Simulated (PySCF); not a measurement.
**(F)2Sn(OSiH2)2O: geometry, NMR shifts and electronic excitations**

What NMR shifts and electronic excitations should (F)2Sn(OSiH2)2O show?

Programs: PySCF 2.14.0, with density-fitted response routines of our own. Each step states its level of theory. These are calculated values for one molecule in the gas phase, unless marked as measured. Atoms count from 0, in the outputs and in this text.

## 1. The molecule as given

12 atoms, charge 0, multiplicity 1; geometry from: GFN2-xTB. The atoms were then displaced at random by about 0.03 Å, so the start is not that level's minimum.

Bonds of the start (Å): Sn0–F1 1.98, Sn0–F2 1.89, Sn0–O3 1.83, Sn0–O7 1.89, O3–Si4 1.55, Si4–O5 1.61, Si4–H8 1.54, Si4–H9 1.46, O5–Si6 1.61, Si6–O7 1.65, Si6–H10 1.44, Si6–H11 1.43.

## 2. Relaxing the molecule at PBE0-D3(BJ)/def2-SVP

What the job is given:

```
{"job": {"xc": "PBE0", "basis": "def2-SVP", "d3": "d3bj", "grid": 1, "maxiter": 40, "shake": 0.03, "kind": "geom"}, "charge": 0, "multiplicity": 1}
Sn    -1.485080    -0.174540    -0.856620
F     -2.802380     1.290270    -1.059310
F     -2.331410    -1.583700    -1.798610
O     -1.175930    -0.491550     0.922590
Si     0.150400    -0.401980     1.724620
O      1.334360     0.094210     0.747320
Si     1.570800     0.476800    -0.802440
O      0.143960     0.397440    -1.624730
H     -0.034090     0.701600     2.781320
H      0.452290    -1.742260     2.217510
H      1.884970     1.878290    -0.815480
H      2.407570    -0.527340    -1.385180
```

Started as:

```console
> OMP_NUM_THREADS=1 python probes_run.py task.json out
```

The driver reads the jobs from task.json and runs them one after another.

**Question.** This job is followed by: GIAO PBE0/pcSseg-1 Sn:def2-TZVP NMR shielding, non-relativistic, gas phase; TDDFT CAM-B3LYP/def2-SVPD, vertical, gas phase, core orbitals frozen in the response; GIAO B3LYP/pcSseg-1 Sn:def2-TZVP NMR shielding, non-relativistic, gas phase. Predict these results of the whole session: rotational constants (main isotopes); ¹H shifts against TMS (PBE0/def2-TZVP+pcSseg-1, means over atoms taken as alike); ¹⁹F shifts against CFCl3 (PBE0/def2-TZVP+pcSseg-1, means over atoms taken as alike); ¹⁷O shifts against H2O (PBE0/def2-TZVP+pcSseg-1, means over atoms taken as alike); ²⁹Si shifts against TMS (PBE0/def2-TZVP+pcSseg-1, means over atoms taken as alike); surface potential, 1st and 99th percentile; lowest singlet (CAM-B3LYP/def2-SVPD); brightest single state of those computed; lowest triplet; vertical ionisation energy (ΔSCF); vertical electron affinity (ΔSCF); range of the shift of O3.

**Answer**, as computed:

| quantity | value |
| --- | --- |
| rotational constants (main isotopes) | 1.52, 0.75, 0.62 GHz |
| ¹H shifts against TMS (PBE0/def2-TZVP+pcSseg-1, means over atoms taken as alike) | 5.34 ppm |
| ¹⁹F shifts against CFCl3 (PBE0/def2-TZVP+pcSseg-1, means over atoms taken as alike) | -165.2 ppm |
| ¹⁷O shifts against H2O (PBE0/def2-TZVP+pcSseg-1, means over atoms taken as alike) | 106.0, 103.1 ppm |
| ²⁹Si shifts against TMS (PBE0/def2-TZVP+pcSseg-1, means over atoms taken as alike) | -19.9 ppm |
| surface potential, 1st and 99th percentile | -0.96 V and 2.81 V |
| lowest singlet (CAM-B3LYP/def2-SVPD) | 5.53 eV (224 nm), f = 0.000 |
| brightest single state of those computed | state 9, 7.56 eV, f = 0.115 |
| lowest triplet | 5.18 eV |
| vertical ionisation energy (ΔSCF) | 11.20 eV |
| vertical electron affinity (ΔSCF) | 1.32 eV |
| range of the shift of O3 | 103.1 to 112.4 ppm |

What this shows: The start was shaken at random, so part of the energy gained undoes that. The optimisation took 18 steps and gained 0.901 eV; among the close pairs (by a distance rule), O3–Si4 changed most, from 1.553 to 1.672 Å. At PBE0/def2-TZVP+pcSseg-1: The largest span, 197 ppm, is at O5, where the paramagnetic term is -174 ppm. By nearest atom (PBE0/def2-TZVP+pcSseg-1), the HOMO sits on O5 23 %; 4 H atoms about 15 % each and the LUMO on Sn0 37 %; F1, F2 about 15 % each. The lowest singlet, at 5.53 eV, is HOMO−1→LUMO 0.87, HOMO−5→LUMO 0.09 and is dark; of the 10 states computed, the strongest absorption comes from state 9 at 7.56 eV. The lowest triplet lies 0.35 eV below the lowest singlet (triplets in Tamm-Dancoff, singlets in full TDDFT). Spin-orbit coupling, left out, mixes singlets and triplets in elements this heavy. The orbital energy would give 10.37 eV for ionisation, ΔSCF gives 11.20 eV. In ppm, O3 (with its like atoms) moves most: its shift spreads over 9.3 ppm, from 103.1 (PBE0/def2-TZVP+pcSseg-1) to 112.4 (B3LYP/def2-TZVP+pcSseg-1). Spin-orbit coupling is left out, which matters for shieldings and couplings at and beside the heavy atoms.
